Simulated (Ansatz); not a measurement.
# CdGeS3: from a guess to a relaxed structure

Aim: relax a trial structure of CdGeS3 and see where it ends.

Program: Ansatz 0.2.0. Level of theory: DFT PBE, scalar-relativistic, plane waves, PAW. These are calculated values, not measurements.

### Step 1. The system as given

It takes space group Pm-3m (No. 221, cubic). The conventional cell has a = 4.815 Å, b = 4.815 Å, c = 4.815 Å, α = 90.00°, β = 90.00°, γ = 90.00°. Cd (site symmetry m-3m) has 12 S at 3.40 Å as nearest neighbours. Ge (site symmetry m-3m) is surrounded by 6 S at 2.41 Å. S (site symmetry 4/mmm) has 2 Ge at 2.41 Å and 4 Cd at 3.40 Å as nearest neighbours.

Coordinates:

```
Cd Ge S
1.0
     4.81465    0.00000    0.00000
     0.00000    4.81465    0.00000
     0.00000    0.00000    4.81465
Cd Ge S
1 1 3
Direct
  0.00000 0.00000 0.00000
  0.50000 0.50000 0.50000
  0.00000 0.50000 0.50000
  0.50000 0.00000 0.50000
  0.50000 0.50000 0.00000
```

The cell is invented: species swapped into a database cell of HoBRh3 (Pm-3m, No. 221), with Cd on the Ho sites, Ge on the B sites and S on the Rh sites. The dimensions are guesses.

### Step 2. A first look at the guess

input.yaml

```yaml
crystal:
  lattice:
    - [4.81464899, 0.0, 0.0]
    - [0.0, 4.81464899, 0.0]
    - [0.0, 0.0, 4.81464899]
  atoms:
    - { symbol: Cd, position: [0.0, 0.0, 0.0] }
    - { symbol: Ge, position: [0.5, 0.5, 0.5] }
    - { symbol: S, position: [0.0, 0.5, 0.5] }
    - { symbol: S, position: [0.5, 0.0, 0.5] }
    - { symbol: S, position: [0.5, 0.5, 0.0] }
basis:
  ecutwfc: 420
kpoints:
  mp_grid: { grid: [4, 4, 4] }
hamiltonian:
  xc: pbe
scf:
  occupations: { method: gaussian, width: 0.1 }
  lower_state_search: "off"
output:
  forces: true
  stress: true
  eigenvalues: true
```

Command:

```
$ ansatz run input.yaml --threads 1 --pin off --max-ram 2048MiB --backend cpu --events-out ev --progress --plain --runs-dir out
```

What it wrote (excerpt; [...] marks lines left out):

```text
Warning: RAYON_NUM_THREADS=1 ignored (pool sized by the plan → 1); use --threads N
[...]
Pseudopotentials: kind: paw
Pseudopotential: Cd, paw, valence charge 20, recommended cutoff 420 eV (normal), Cd.paw.azcp
Pseudopotential: Ge, paw, valence charge 14, recommended cutoff 420 eV (normal), Ge.paw.azcp
Pseudopotential: S, paw, valence charge 6, recommended cutoff 420 eV (normal), S.paw.azcp
Functional definition: PBE
[...]
Crystal: 5 atoms, lattice volume = 111.608 Å³
Basis set: ecut = 420 eV, 2109 PW (Γ), exchange–correlation on 72×72×72 points (8 copies of the dense FFT grid, shifted against one another)
Bands: 32, of which v1, the nominal top of the filled ones, is band 26 counted from 1 (25 counted from 0)
Symmetry: 48 space group operations
Space group: Pm-3m (ITA 221), of the structure as read, at distance tolerance 4.8e-5 Å
k-points: 10 of 64
[...]
SCF iter   1: F=—  HF=-15254.367338 eV  |F-HF|=—  |Δ(HF+E_count)|=         —  Δρ=2.55e-3  dr2=1.29e-2  ethr=1.77e-3  ⟨swp⟩=5.7  Hψ=1255  notcnv=0
[...]
SCF iter   6: F=-15254.366166 eV  HF=-15254.366166 eV  |F-HF|=7.84e-8  |Δ(HF+E_count)|=   3.78e-8  Δρ=6.70e-6  dr2=5.04e-8  ethr=1.92e-10  ⟨swp⟩=8.0  Hψ=1413  notcnv=0
[...]
SCF converged after 6 iterations
Free energy (F): -15254.366166 eV
[...]
E sigma→0 (E₀):  -15254.347490 eV
Entropy (-TS):   -0.037352 eV (-7.470 meV/atom)
Fermi energy:    6.610795 eV
[...]
--- Forces (eV/Å), atoms counted from 1 ---
  atom   1  Cd    -0.00000000     0.00000000    -0.00000000
  atom   2  Ge     0.00000000    -0.00000000     0.00000000
  atom   3  S      0.00000000     0.00000000    -0.00000000
  atom   4  S      0.00000000    -0.00000000    -0.00000000
  atom   5  S     -0.00000000     0.00000000     0.00000000
[...]
--- Stress (GPa, compression-positive) ---
       -2.261181       0.000000       0.000000
       -0.000000      -2.261181       0.000000
        0.000000       0.000000      -2.261181
  P = ⅓ Tr σ = -2.2612 GPa (-22.612 kbar)
--- Band table (eV; the first three rows and the last of 10) ---
[...]
```

Run time: 1.8 s. Hardware: 1 thread of Arm Neoverse V2, shared host; peak memory 0.36 GiB.

The probe gives pressure -2.3 GPa, largest force 0.00 eV/Å, gap on this mesh none (metal). The relaxation goes to the converged mesh at once.

### Step 3. Final relaxation

Changes to input.yaml since step 2:

```diff
@@ -14,3 +14,3 @@
 kpoints:
-  mp_grid: { grid: [4, 4, 4] }
+  mp_grid: { grid: [8, 8, 8] }
 hamiltonian:
@@ -19,3 +19,2 @@
   occupations: { method: gaussian, width: 0.1 }
-  lower_state_search: "off"
 output:
@@ -24 +23,10 @@
   eigenvalues: true
+  write_density: true
+  write_potential: true
+  elf: true
+  volumetric_format: npy
+relax:
+  adjacent_minimum: "off"
+  f_tol: 0.01
+  max_steps: 80
+  cell: { stress_tol: 0.05 }
```

Command:

```
$ ansatz run input.yaml --threads 1 --pin off --max-ram 2048MiB --backend cpu --events-out ev --progress --plain --runs-dir out
```

What it wrote:

```text
Warning: RAYON_NUM_THREADS=1 ignored (pool sized by the plan → 1); use --threads N
Engine: ansatz 0.2.0, aarch64-unknown-linux-gnu
[... 5 set-up lines as earlier in the session ...]
  parameter kappa = 0.804
  parameter beta = 0.06672455060314922
  exchange = pbe_x(kappa = kappa, mu = beta*pi^2/3)
  correlation = pbe_c(beta = beta)
Crystal: 5 atoms, lattice volume = 111.608 Å³
Basis set: ecut = 420 eV, 2109 PW (Γ), exchange–correlation on 72×72×72 points (8 copies of the dense FFT grid, shifted against one another)
Bands: 32, of which v1, the nominal top of the filled ones, is band 26 counted from 1 (25 counted from 0)
[... 2 set-up lines as earlier in the session ...]
k-points: 35 of 512
Non-local potential: Cd, projectors of the file, l = 0: 3, l = 1: 2, l = 2: 2, l = 3: 1
Non-local potential: Ge, projectors of the file, l = 0: 2, l = 1: 2, l = 2: 3, l = 3: 1
Non-local potential: S, projectors of the file, l = 0: 2, l = 1: 2, l = 2: 2
PAW form: soft (Blöchl's): semilocal exchange-correlation on the pseudo side does not see the compensation charge
PAW one-centre angular grid: Cd, 590 points (default); XC on 64 Gauss nodes
PAW one-centre angular grid: Ge, 590 points (default); XC on 64 Gauss nodes
PAW one-centre angular grid: S, 110 points (default); XC on 64 Gauss nodes
Initial density: superposition of atomic densities (neutral atoms: chi_scale 0, normalization atom), corrected by the library's trained network
Initial wavefunctions: pseudopotential atomic-orbital guess
Functional: x = pbe(κ = 0.804, μ = 0.2195149727645171), c = pbe(β = 0.06672455060314922)
SCF iter   1: F=—  HF=-15254.302754 eV  |F-HF|=—  |Δ(HF+E_count)|=         —  Δρ=2.43e-3  dr2=9.43e-3  ethr=1.77e-3  ⟨swp⟩=5.9  Hψ=4473  notcnv=0
preconditioner: auto → Kerker (q_TF=auto, 2.402 Å⁻¹)  [metal: Δε(μ)=0.035 eV  Ē_g=9.714 eV  σ=0.100 eV  W_gap=0.19  n_scr=26 (ndim 8)  ℏωp=20.5 eV  f_vac=0.002  D(μ)=3.91/eV (n_scr^D=26)]
SCF iter   2: F=—  HF=-15254.302438 eV  |F-HF|=—  |Δ(HF+E_count)|=   3.16e-4  Δρ=1.45e-3  dr2=3.67e-3  ethr=1.81e-5  ⟨swp⟩=1.9  Hψ=1621  notcnv=0
SCF iter   3: F=—  HF=-15254.302077 eV  |F-HF|=—  |Δ(HF+E_count)|=   3.61e-4  Δρ=2.94e-4  dr2=1.16e-4  ethr=7.06e-6  ⟨swp⟩=2.0  Hψ=1553  notcnv=0
SCF iter   4: F=—  HF=-15254.302074 eV  |F-HF|=—  |Δ(HF+E_count)|=   2.86e-6  Δρ=9.83e-5  dr2=2.86e-5  ethr=2.24e-7  ⟨swp⟩=2.3  Hψ=1370  notcnv=0
SCF iter   5: F=—  HF=-15254.302269 eV  |F-HF|=—  |Δ(HF+E_count)|=   1.95e-4  Δρ=5.64e-5  dr2=8.08e-6  ethr=5.50e-8  ⟨swp⟩=2.0  Hψ=1588  notcnv=0
SCF iter   6: F=—  HF=-15254.302268 eV  |F-HF|=—  |Δ(HF+E_count)|=   8.98e-7  Δρ=1.94e-5  dr2=1.04e-6  ethr=1.55e-8  ⟨swp⟩=2.0  Hψ=1768  notcnv=0
SCF iter   7: F=-15254.302268 eV  HF=-15254.302268 eV  |F-HF|=6.31e-9  |Δ(HF+E_count)|=   1.03e-7  Δρ=4.40e-6  dr2=3.98e-8  ethr=1.92e-10  ⟨swp⟩=10.2  Hψ=7561  notcnv=0
SCF 1 converged in 7 iterations: F = -15254.302268 eV  dr2 = 3.98e-8
relax step   1: F+E_penalty+E_count = -15254.30226806 eV  Δ(F+E_penalty+E_count) = +0.000e0 eV  max|allowed force component| = 9.245e-29 eV/Å  Δτ_max = 0.0000 Å  P = -2.471 GPa  Ω = 111.608 Å³  (7 SCF iters, dr2 threshold 1.00e-7 eV, accepted)
Crystal: 5 atoms, lattice volume = 107.968 Å³
Basis set: ecut = 420 eV, 2103 PW (Γ), exchange–correlation on 72×72×72 points (8 copies of the dense FFT grid, shifted against one another)
Initial density: handed on by an earlier stage of this run
Initial wavefunctions: those handed on with the density
iter 1 solved again at ethr=3.66e-6 eV; its pass at ethr=3.10e-3 eV (dr2=1.90e-3 eV) is discarded
SCF iter   1: F=—  HF=-15254.340792 eV  |F-HF|=—  |Δ(HF+E_count)|=         —  Δρ=1.30e-3  dr2=1.75e-3  ethr=3.66e-6  ⟨swp⟩=1.2  Hψ=5367  notcnv=0
preconditioner: auto → Kerker (q_TF=auto, 2.416 Å⁻¹)  [metal: Δε(μ)=0.020 eV  Ē_g=9.862 eV  σ=0.100 eV  W_gap=0.11  n_scr=26 (ndim 8)  ℏωp=20.8 eV  f_vac=0.000  D(μ)=3.02/eV (n_scr^D=18)]
SCF iter   2: F=—  HF=-15254.340460 eV  |F-HF|=—  |Δ(HF+E_count)|=   3.32e-4  Δρ=7.13e-4  dr2=4.64e-4  ethr=3.36e-6  ⟨swp⟩=2.0  Hψ=1651  notcnv=0
SCF iter   3: F=—  HF=-15254.340515 eV  |F-HF|=—  |Δ(HF+E_count)|=   5.54e-5  Δρ=1.47e-4  dr2=2.84e-5  ethr=8.93e-7  ⟨swp⟩=2.1  Hψ=1554  notcnv=0
SCF iter   4: F=—  HF=-15254.340519 eV  |F-HF|=—  |Δ(HF+E_count)|=   3.56e-6  Δρ=5.56e-5  dr2=4.12e-6  ethr=5.46e-8  ⟨swp⟩=3.0  Hψ=2228  notcnv=0
SCF iter   5: F=-15254.340520 eV  HF=-15254.340520 eV  |F-HF|=8.82e-8  |Δ(HF+E_count)|=   9.90e-7  Δρ=1.98e-5  dr2=4.71e-7  ethr=9.62e-10  ⟨swp⟩=7.3  Hψ=7719  notcnv=0
SCF 2 converged in 5 iterations: F = -15254.340520 eV  dr2 = 4.71e-7
relax step   2: F+E_penalty+E_count = -15254.34051980 eV  Δ(F+E_penalty+E_count) = -3.825e-2 eV  max|allowed force component| = 3.944e-30 eV/Å  Δτ_max = 0.0000 Å  P = -0.789 GPa  Ω = 107.968 Å³  energy of the carried Pulay correction = +5.755e-4 eV  (5 SCF iters, dr2 threshold 5.00e-7 eV, accepted)
Crystal: 5 atoms, lattice volume = 106.341 Å³
iter 1 solved again at ethr=7.62e-7 eV; its pass at ethr=3.10e-3 eV (dr2=3.96e-4 eV) is discarded
SCF iter   1: F=—  HF=-15254.344454 eV  |F-HF|=—  |Δ(HF+E_count)|=         —  Δρ=6.06e-4  dr2=3.81e-4  ethr=7.62e-7  ⟨swp⟩=1.2  Hψ=5338  notcnv=0
preconditioner: auto → Kerker (q_TF=auto, 2.422 Å⁻¹)  [metal: Δε(μ)=0.013 eV  Ē_g=9.921 eV  σ=0.100 eV  W_gap=0.07  n_scr=26 (ndim 8)  ℏωp=21.0 eV  f_vac=0.000  D(μ)=2.88/eV (n_scr^D=18)]
SCF iter   2: F=—  HF=-15254.344464 eV  |F-HF|=—  |Δ(HF+E_count)|=   9.73e-6  Δρ=3.38e-4  dr2=1.08e-4  ethr=7.33e-7  ⟨swp⟩=2.0  Hψ=1673  notcnv=0
SCF iter   3: F=—  HF=-15254.344449 eV  |F-HF|=—  |Δ(HF+E_count)|=   1.46e-5  Δρ=6.87e-5  dr2=6.60e-6  ethr=2.07e-7  ⟨swp⟩=2.0  Hψ=1641  notcnv=0
SCF iter   4: F=—  HF=-15254.344450 eV  |F-HF|=—  |Δ(HF+E_count)|=   9.05e-7  Δρ=2.62e-5  dr2=9.77e-7  ethr=1.27e-8  ⟨swp⟩=2.3  Hψ=1849  notcnv=0
SCF iter   5: F=-15254.344450 eV  HF=-15254.344450 eV  |F-HF|=7.19e-9  |Δ(HF+E_count)|=   2.36e-7  Δρ=1.04e-5  dr2=1.22e-7  ethr=9.62e-10  ⟨swp⟩=9.3  Hψ=7546  notcnv=0
SCF 3 converged in 5 iterations: F = -15254.344450 eV  dr2 = 1.22e-7
relax step   3: F+E_penalty+E_count = -15254.34445023 eV  Δ(F+E_penalty+E_count) = -3.930e-3 eV  max|allowed force component| = 2.911e-29 eV/Å  Δτ_max = 0.0000 Å  P = +0.080 GPa  Ω = 106.341 Å³  energy of the carried Pulay correction = +8.391e-4 eV  (5 SCF iters, dr2 threshold 5.00e-7 eV, accepted)
Crystal: 5 atoms, lattice volume = 106.484 Å³
iter 1 solved again at ethr=1.52e-8 eV; its pass at ethr=3.10e-3 eV (dr2=7.89e-6 eV) is discarded
SCF iter   1: F=—  HF=-15254.344377 eV  |F-HF|=—  |Δ(HF+E_count)|=         —  Δρ=5.85e-5  dr2=2.95e-6  ethr=1.52e-8  ⟨swp⟩=2.0  Hψ=5165  notcnv=0
preconditioner: auto → Kerker (q_TF=auto, 2.421 Å⁻¹)  [metal: Δε(μ)=0.015 eV  Ē_g=9.910 eV  σ=0.100 eV  W_gap=0.08  n_scr=26 (ndim 8)  ℏωp=21.0 eV  f_vac=0.000  D(μ)=2.91/eV (n_scr^D=18)]
SCF iter   2: F=—  HF=-15254.344463 eV  |F-HF|=—  |Δ(HF+E_count)|=   8.67e-5  Δρ=3.21e-5  dr2=8.49e-7  ethr=5.67e-9  ⟨swp⟩=2.0  Hψ=1872  notcnv=0
SCF iter   3: F=—  HF=-15254.344463 eV  |F-HF|=—  |Δ(HF+E_count)|=   9.08e-8  Δρ=6.13e-6  dr2=3.78e-8  ethr=1.63e-9  ⟨swp⟩=2.1  Hψ=1669  notcnv=0
SCF iter   4: F=-15254.344463 eV  HF=-15254.344463 eV  |F-HF|=6.82e-10  |Δ(HF+E_count)|=   5.57e-9  Δρ=2.54e-6  dr2=5.39e-9  ethr=3.11e-11  ⟨swp⟩=7.2  Hψ=6036  notcnv=0
SCF 4 converged in 4 iterations: F = -15254.344463 eV  dr2 = 5.39e-9
relax step   4: F+E_penalty+E_count = -15254.34446325 eV  Δ(F+E_penalty+E_count) = -1.301e-5 eV  max|allowed force component| = 3.129e-30 eV/Å  Δτ_max = 0.0000 Å  P = +0.001 GPa  Ω = 106.484 Å³  energy of the carried Pulay correction = +8.158e-4 eV  (4 SCF iters, dr2 threshold 1.62e-8 eV, accepted)
Basis set: ecut = 420 eV, 2103 PW (Γ), exchange–correlation on 64×64×64 points (8 copies of the dense FFT grid, shifted against one another)
Initial wavefunctions: pseudopotential atomic-orbital guess (no wavefunctions were taken with the density)
iter 1 solved again at ethr=2.03e-7 eV; its pass at ethr=3.10e-3 eV (dr2=1.06e-4 eV) is discarded
SCF iter   1: F=—  HF=-15254.343367 eV  |F-HF|=—  |Δ(HF+E_count)|=         —  Δρ=6.97e-5  dr2=8.87e-7  ethr=2.03e-7  ⟨swp⟩=3.0  Hψ=7232  notcnv=0
SCF iter   2: F=—  HF=-15254.343624 eV  |F-HF|=—  |Δ(HF+E_count)|=   2.57e-4  Δρ=3.48e-5  dr2=3.26e-7  ethr=1.70e-9  ⟨swp⟩=2.0  Hψ=1963  notcnv=0
SCF iter   3: F=—  HF=-15254.343624 eV  |F-HF|=—  |Δ(HF+E_count)|=   2.28e-7  Δρ=1.16e-5  dr2=4.83e-8  ethr=6.27e-10  ⟨swp⟩=2.6  Hψ=1943  notcnv=0
SCF iter   4: F=—  HF=-15254.343624 eV  |F-HF|=—  |Δ(HF+E_count)|=   8.22e-9  Δρ=2.27e-6  dr2=3.78e-9  ethr=9.28e-11  ⟨swp⟩=2.0  Hψ=1768  notcnv=0
SCF iter   5: F=—  HF=-15254.343624 eV  |F-HF|=—  |Δ(HF+E_count)|=   1.08e-9  Δρ=7.04e-7  dr2=5.82e-10  ethr=7.27e-12  ⟨swp⟩=2.1  Hψ=1818  notcnv=0
SCF iter   6: F=—  HF=-15254.343624 eV  |F-HF|=—  |Δ(HF+E_count)|=  2.13e-10  Δρ=1.75e-7  dr2=6.17e-11  ethr=1.12e-12  ⟨swp⟩=2.4  Hψ=1887  notcnv=0
SCF iter   7: F=-15254.343624 eV  HF=-15254.343624 eV  |F-HF|=0.00e0  |Δ(HF+E_count)|=  7.28e-12  Δρ=4.95e-8  dr2=3.28e-12  ethr=1.00e-12  ⟨swp⟩=5.7  Hψ=4581  notcnv=0
SCF 5 converged in 7 iterations: F = -15254.343624 eV  dr2 = 3.28e-12
relax step   5: F+E_penalty+E_count = -15254.34362425 eV  Δ(F+E_penalty+E_count) = +8.390e-4 eV  max|allowed force component| = 9.282e-30 eV/Å  Δτ_max = 0.0000 Å  P = +0.002 GPa  Ω = 106.484 Å³  stress off target by 2.45e-3 GPa  SCF on the basis re-selected at this cell (its energy is not comparable with the rows above)  (7 SCF iters)
basis re-selected at this cell: Δ(F+E_penalty+E_count) = +8.390e-4 eV, ΔP = +0.001 GPa vs the last step (what re-selecting the basis moved, of the pressure what is left beyond the Pulay correction that the steps carried, after the strain that the cell walked since its last selection, with what the two solves' SCF thresholds leave and, on support functions, any second-order correction that the steps lacked; it is no measure of the basis error at this ecutwfc). The dense FFT grid was sized anew with the basis: this SCF ran on 32×32×32 points, the steps before it on 36×36×36, so part of this shift can come from that change (see relax.cell in the input reference). This SCF's stress stands 2.45e-3 GPa from its target on what of the cell is left free (relax.cell.stress_tol is 5.00e-2 GPa) and its largest allowed force component is 9.28e-30 eV/Å (relax.f_tol is 1.00e-2 eV/Å): within both
SCF converged after 7 iterations
Free energy (F): -15254.343624 eV
Harris-Foulkes:  -15254.343624 eV  (|F-HF|=0.00e0)
Internal energy: -15254.329081 eV  (E = F + TS)
E sigma→0 (E₀):  -15254.336353 eV
Entropy (-TS):   -0.014543 eV (-2.909 meV/atom)
Fermi energy:    7.325775 eV
--- Per-component energies (eV) ---
  E_band       = -655.541386
  E_kinetic    = 932.790027
  E_local      = -6612.722459  (includes V_loc(G=0)·N_el)
  E_nonlocal   = 540.089089
  E_hartree    = 2949.810230
  E_xc         = -540.047372
  E_vxc        = -543.794470  (∫ρ·V_xc dr)
  E_paw        = -7906.254497  (= ΣΔE_a)
  E_vpaw       = -871.524429  (= ΣTr[D̂ρ^β])
  E_aug_tail   = 0.000333  (compensation charges beyond the density's cutoff)
  E_ewald      = -4617.994432
  E_smearing   = -0.014543  (= −TS)
  E_closure    = 0.000000  (closes the sum)
  Σ components = -15254.343624   (vs F -15254.343624, Δ=0.00e0)
--- Forces (eV/Å), atoms counted from 1 ---
  atom   1  Cd    -0.00000000     0.00000000    -0.00000000
  atom   2  Ge     0.00000000    -0.00000000     0.00000000
  atom   3  S      0.00000000    -0.00000000    -0.00000000
  atom   4  S      0.00000000    -0.00000000     0.00000000
  atom   5  S      0.00000000    -0.00000000     0.00000000
  max |Σ_I F_I| component: 1.67e-29 eV/Å
--- Stress (GPa, compression-positive) ---
        0.002445       0.000000       0.000000
        0.000000       0.002445      -0.000000
       -0.000000      -0.000000       0.002445
  P = ⅓ Tr σ = 0.0024 GPa (0.024 kbar)
--- Band table (eV; the first three rows and the last of 35) ---
  k-point 0: bands = ["-94.7849", "-55.8556", "-55.8556", "-55.8556", "-17.4734", "-17.4734", "-17.4108", "-17.4108", "-17.4108", "-7.1215", "-3.8368", "-3.8368", "-0.6234", "-0.6234", "-0.6234", "-0.5974", "-0.5974", "1.6552", "1.6552", "1.6552", "2.9226", "6.5070", "6.5070", "6.5070", "6.5300", "6.5300", "6.5300", "6.8924", "13.2264", "13.2264", "13.2264", "13.9150"]
  k-point 1: bands = ["-94.7849", "-55.8556", "-55.8556", "-55.8556", "-17.4734", "-17.4725", "-17.4109", "-17.4109", "-17.4108", "-7.0561", "-3.9872", "-3.8284", "-0.6321", "-0.6321", "-0.6231", "-0.6078", "-0.5986", "1.3656", "1.7072", "1.7072", "3.5581", "5.7728", "6.3508", "6.3508", "6.4462", "6.5510", "6.5510", "7.7651", "13.2729", "13.3907", "13.3907", "13.4346"]
  k-point 2: bands = ["-94.7849", "-55.8556", "-55.8556", "-55.8556", "-17.4734", "-17.4704", "-17.4110", "-17.4110", "-17.4108", "-6.8726", "-4.3702", "-3.8079", "-0.6527", "-0.6527", "-0.6334", "-0.6223", "-0.5979", "1.0894", "1.8412", "1.8412", "4.3940", "5.4797", "5.9667", "5.9667", "6.3079", "6.6309", "6.6309", "8.7723", "12.3757", "13.3961", "13.4718", "13.4718"]
  k-point 34: bands = ["-94.7849", "-55.8556", "-55.8556", "-55.8556", "-17.4642", "-17.4642", "-17.4116", "-17.4116", "-17.4116", "-4.8827", "-4.8827", "-4.8827", "-3.2216", "-0.5924", "-0.5924", "-0.5658", "-0.5658", "-0.5658", "3.5530", "3.5530", "3.5530", "6.1527", "6.3117", "6.3117", "7.9006", "7.9006", "7.9006", "10.0237", "10.0237", "10.0237", "12.6245", "14.7639"]
--- Relaxed structure (4 steps of the walk, 4 accepted, 1 SCFs on fresh bases) ---
  F+E_penalty+E_count = -15254.34362425 eV   max|allowed force component| = 9.282e-30 eV/Å   (the final SCF, on the basis selected at the relaxed cell)
  cell:  # Å, volume = 106.4835 Å³
    - [4.739808367913151, -1.1154344261242738e-33, -1.0271626370065257e-33]
    - [-7.30248437246827e-34, 4.739808367913151, 3.209883240645393e-35]
    - [-1.0271626370065257e-33, 3.209883240645393e-35, 4.739808367913151]
  atoms:
    - { symbol: Cd, position: [7.333601207732537e-36, -2.5625936037701494e-36, -1.7083957358460493e-36] }
    - { symbol: Ge, position: [0.5, 0.5, 0.5] }
    - { symbol: S, position: [-2.6667640753747775e-36, 0.5, 0.5] }
    - { symbol: S, position: [0.5, 1.9167366792335495e-36, 0.5] }
    - { symbol: S, position: [0.5, 0.5, 3.750136980990305e-37] }
```

It took 31 s on 1 thread of Arm Neoverse V2, shared host; peak memory 0.43 GiB.

Step by step:

```csv
step,E - E(step 1) (eV/cell),largest force component (eV/Å),pressure (GPa),volume (Å³)
1,0.0000,0.0000,-2.47,111.61
2,-0.0383,0.0000,-0.79,107.97
3,-0.0422,0.0000,0.08,106.34
4,-0.0422,0.0000,0.00,106.48
5,-0.0414,0.0000,0.00,106.48
```

Step 1 is the start. Step 5 repeats the geometry before it on a plane-wave basis chosen anew for that cell, so its energy need not be comparable with the rows above.

|  | before | after | change |
| --- | --- | --- | --- |
| a (Å) | 4.815 | 4.740 | -1.6 % |
| b (Å) | 4.815 | 4.740 | -1.6 % |
| c (Å) | 4.815 | 4.740 | -1.6 % |
| volume (Å³/atom) | 22.32 | 21.30 | -4.6 % |
| shortest distance (Å) | 2.407 | 2.370 | -1.6 % |
| space group (0.01 Å) | Pm-3m | Pm-3m | same |

The run keeps the 48 symmetry operations of the start, so it could not have lowered the symmetry.

Density in a lattice plane of the grid's cell (edges 4.74 and 4.74 Å, at 0.500 of the third edge), which holds Ge and S.

Ten even steps from '0' (-0.03 e/Å³) to '9' (56.69 e/Å³):
```
000000000000000000000000
000000000000000000000000
000000000000000000000000
000000000000000000000000
000000000000000000000000
000000000000000000000000
000000000000000000000000
000000000000100000000000
000000000013531000000000
000000000016961000000000
000000000013531000000000
000000000000100000000000
000000000000000000000000
000000000000000000000000
000000000000000000000000
000000000000000000000000
000000000000000000000000
000000000000000000000000
000000000000000000000000
000000000000000000000000
```
Columns run along the first of these edges and rows up along the second, over one cell in 24 and 20 even steps from the bottom left corner. Atoms in the plane (fractional): Ge at (0.50, 0.50), S at (1.00, 0.50), S at (0.50, 0.00).

ELF in the same plane.

Values, 12 rows by 12 columns:
```
0.04 0.04 0.16 0.66 0.85 0.71 0.34 0.71 0.85 0.66 0.16 0.04
0.28 0.16 0.08 0.25 0.67 0.81 0.82 0.81 0.67 0.25 0.08 0.16
0.78 0.66 0.25 0.11 0.30 0.55 0.62 0.55 0.30 0.11 0.25 0.66
0.88 0.85 0.67 0.30 0.28 0.35 0.36 0.35 0.28 0.30 0.67 0.85
0.45 0.71 0.81 0.55 0.35 0.16 0.04 0.16 0.35 0.55 0.81 0.71
0.02 0.34 0.82 0.62 0.36 0.04 0.36 0.04 0.36 0.62 0.82 0.34
0.45 0.71 0.81 0.55 0.35 0.16 0.04 0.16 0.35 0.55 0.81 0.71
0.88 0.85 0.67 0.30 0.28 0.35 0.36 0.35 0.28 0.30 0.67 0.85
0.78 0.66 0.25 0.11 0.30 0.55 0.62 0.55 0.30 0.11 0.25 0.66
0.28 0.16 0.08 0.25 0.67 0.81 0.82 0.81 0.67 0.25 0.08 0.16
0.04 0.04 0.16 0.66 0.85 0.71 0.34 0.71 0.85 0.66 0.16 0.04
0.02 0.04 0.28 0.78 0.88 0.45 0.02 0.45 0.88 0.78 0.28 0.04
```
Columns run along the first of these edges and rows up along the second, over one cell in 12 and 12 even steps from the bottom left corner. Atoms in the plane (fractional): Ge at (0.50, 0.50), S at (1.00, 0.50), S at (0.50, 0.00).

Both are smooth fields of the valence electrons: close to the nuclei they are not physical.

Outside the cores ELF peaks at 0.89 in the shell around S, 0.8 Å from S.

### Step 4. What came out

| quantity | value |
| --- | --- |
| symmetry at the end (tolerance 0.05 Å) | space group Pm-3m (No. 221) |
| conventional cell | a = 4.740 Å, b = 4.740 Å, c = 4.740 Å, α = 90.00°, β = 90.00°, γ = 90.00° |
| volume | 21.30 Å³/atom |
| energy over the elements | +0.26 eV/atom |
| gap on the mesh | none (metal) |

What this shows: The space group Pm-3m (No. 221) is kept, and the volume per atom shrinks by 4.6 % from the first guess. With a positive formation energy it can't be a ground state. No finished test with a distortion of lower symmetry is shown, so the end may be a saddle point.
